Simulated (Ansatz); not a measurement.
# Au: the cost of one run

Program: Ansatz 0.2.0. Level of theory: DFT LDA, scalar-relativistic, plane waves, PAW. These are calculated values, not measurements.

The COD cell was measured well above room temperature, so it is larger than a cold one.

2 further runs of the same task are left out: 1 that didn't finish, 1 set aside as unsound or not needed. Runs told in other sessions of the task aren't counted.

## (1) The starting structure

It takes space group Fm-3m (No. 225, cubic). Conventional cell: a = 4.091 Å, b = 4.091 Å, c = 4.091 Å, α = 90.00°, β = 90.00°, γ = 90.00°. Around Au (site symmetry m-3m) lie 12 Au at 2.89 Å.

As a file:

```cif
data_structure
_symmetry_space_group_name_H-M 'Fm-3m'
_symmetry_Int_Tables_number 225
_cell_length_a 4.0910
_cell_length_b 4.0910
_cell_length_c 4.0910
_cell_angle_alpha 90.000
_cell_angle_beta 90.000
_cell_angle_gamma 90.000
_cell_volume 68.47
loop_
_atom_site_label
_atom_site_type_symbol
_atom_site_symmetry_multiplicity
_atom_site_Wyckoff_symbol
_atom_site_fract_x
_atom_site_fract_y
_atom_site_fract_z
_atom_site_occupancy
Au1 Au 4 a 0.00000 0.00000 0.00000 1
```

The cell is taken as given, not relaxed at this level.

## (2) The reference cell

The cell is repeated 6 times, 6 atoms in all. The reference gives a free energy of -77189.6746 eV, pressure -5.66 GPa, largest force 0.000 eV/Å and gap on the mesh none (metal). It was computed beforehand with the settings of the runs below.

## (3) Setting up a stacking-fault curve

The cut lies on the cell's a–b face, a (1 1 1) plane of area 7.25 Å², between layers 2.36 Å apart (Au below, Au above); the cell is 14.2 Å thick. Vector c is tilted by f times 1·a + 1·b (length 5.010 Å) with the atoms' Cartesian places fixed: one unrelaxed fault per cell.

## (4) f = 0.167

Input file input.yaml:

```yaml
crystal:
  lattice:
    - [2.0455, -2.0455, 0.0]
    - [2.0455, 0.0, -2.0455]
    - [8.8639697, 7.84101515, 7.84101515]
  atoms:
    - { symbol: Au, position: [0.6527777783, 0.6527777783, 0.0833166667] }
    - { symbol: Au, position: [-0.152805555, -0.152805555, 0.91665] }
    - { symbol: Au, position: [0.2916611117, 0.2916611117, 0.2499833333] }
    - { symbol: Au, position: [0.5694277783, 0.5694277783, 0.5833166667] }
    - { symbol: Au, position: [-0.069455555, -0.069455555, 0.41665] }
    - { symbol: Au, position: [0.2083111117, 0.2083111117, 0.7499833333] }
basis:
  ecutwfc: 420
kpoints:
  mp_grid: { grid: [18, 18, 4] }
hamiltonian:
  xc: lda
scf:
  occupations: { method: gaussian, width: 0.15 }
output:
  forces: true
  stress: true
  eigenvalues: true
```

On the command line:

```sh
ansatz run input.yaml --threads 2 --pin off --max-ram 5120MiB --backend cpu --events-out ev --progress --plain --runs-dir out
```

Q: Estimate wall time and peak memory on 2 threads of Intel Xeon 6975P-C (Granite Rapids), shared host.

About 30 s, with a peak of 1.6 GiB.
